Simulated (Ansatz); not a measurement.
**CF₃Te radical: up Jacob's ladder to CCSD(T)**

An exercise on one series of results from a longer session: the logs are not shown, and one member is left open.

Program: Ansatz 0.2.0, Gaussian basis. Level of theory: functionals in def2-TZVPP, the program's frozen cores in correlated methods. These are calculated values, not measurements.

The runs, in order: LDA (SPW92), PBE-D4, revPBE-D4, BLYP-D4, r2SCAN-D4, B97M-V, PBE0-D4, B3LYP-D4, r2SCANh-D4, r2SCAN0-D4, HSE06-D4, BHLYP-D4, CAM-B3LYP-D4, LC-ωPBE, ωB97X-V, ωB97M-V, B2PLYP, PBE-QIDH; CCSD(T)/def2-SVP; CCSD(T)/def2-TZVPP; MP2/def2-QZVPP; extrapolation to the limit; RPA on PBE.

1 further run of the same task is left out (for a known fault of the program).

### Structure used throughout

All runs share one geometry, relaxed beforehand with PBE0-D4 in a triple-zeta def2 set. Te takes the def2 core potential; no spin-orbit term is included.

SMILES `FC(F)(F)[Te]`, 5 atoms, charge 0, spin multiplicity 2.

Atoms are counted from 1 here; the program's logs count them from 0.

Bond lengths: F1–C2 1.332 Å, C2–F3 1.332 Å, C2–F4 1.335 Å, C2–Te5 2.176 Å. Angles: F1–C2–F3 107.3°, F1–C2–F4 108.0°, F1–C2–Te5 112.3°, F3–C2–F4 108.0°, F3–C2–Te5 112.3°, F4–C2–Te5 108.9°.

Set-up of the first run:

in.yaml

```yaml
crystal:
  periodic: [false, false, false]
  atoms:
    - {symbol: F, position_ang: [-0.203275, -0.070174, 1.372800]}
    - {symbol: C, position_ang: [0.048100, -0.135595, 0.066373]}
    - {symbol: F, position_ang: [-0.512854, -1.254768, -0.388633]}
    - {symbol: F, position_ang: [1.369485, -0.242053, -0.094045]}
    - {symbol: Te, position_ang: [-0.651556, 1.628890, -0.997895]}
basis:
  gaussian: {orbitals: def2-TZVPP}
magnetization: {spin_polarized: true, initial_magnetization: 1}
hamiltonian: {xc: lda}
output: {orbitals: {seedname: orbitals}}
```

Run with:

```bash
$ ansatz run in.yaml --threads 4 --pin off --events-out ev --progress --plain --max-ram 10444MiB
```

Among the steps run: LDA; PBE-D4 (GGA); revPBE-D4 (GGA); BLYP-D4 (GGA); r2SCAN-D4 (meta-GGA); B97M-V (meta-GGA); PBE0-D4 (hybrid); B3LYP-D4 (hybrid); r2SCANh-D4 (hybrid); r2SCAN0-D4 (hybrid); HSE06-D4 (hybrid); BHLYP-D4 (hybrid); CAM-B3LYP-D4 (range-separated); LC-ωPBE (range-separated); ωB97X-V (range-separated); ωB97M-V (range-separated); B2PLYP (double hybrid); PBE-QIDH (double hybrid).

One of the session's tables, all rows but one given; the rest of the session is left out.

It belongs to the step «Orbital energies across the functionals». 

```
  functional  HOMO (eV)  LUMO (eV)  gap (eV)
 LDA (SPW92)      -5.89      -5.99     -0.10
      PBE-D4      -5.70      -5.53      0.18
   revPBE-D4      -5.64      -5.37      0.27
     BLYP-D4      -5.58      -5.56      0.03
   r2SCAN-D4      -5.97      -5.23      0.74
      B97M-V      -5.96      -5.46      0.50
     PBE0-D4      -6.83      -4.61      2.22
    B3LYP-D4      -6.64      -5.01      1.63
  r2SCANh-D4          ?          ?         ?
  r2SCAN0-D4      -7.00      -4.40      2.60
    HSE06-D4      -6.43      -4.98      1.45
    BHLYP-D4      -7.83      -3.79      4.04
CAM-B3LYP-D4      -8.15      -3.65      4.50
     LC-ωPBE      -9.46      -2.19      7.27
     ωB97X-V      -9.14      -2.64      6.49
     ωB97M-V      -8.97      -2.67      6.30
```

Estimate the missing values for r2SCANh-D4.

Worked estimate for «HOMO (eV)». Against the share of exact exchange, r2SCAN-D4 (0, -5.97), r2SCAN0-D4 (0.25, -7.00) give a slope of -4.12 per unit share; at 0.1 the line stands at -6.38.

**Answer.** HOMO (eV): -6.39; LUMO (eV): -4.90; gap (eV): 1.49. In «HOMO (eV)» the line misses by +0.01.

Caveats from the session: A negative gap means that an empty level lies below a filled one: whole occupations of an open shell aren't an aufbau state there.
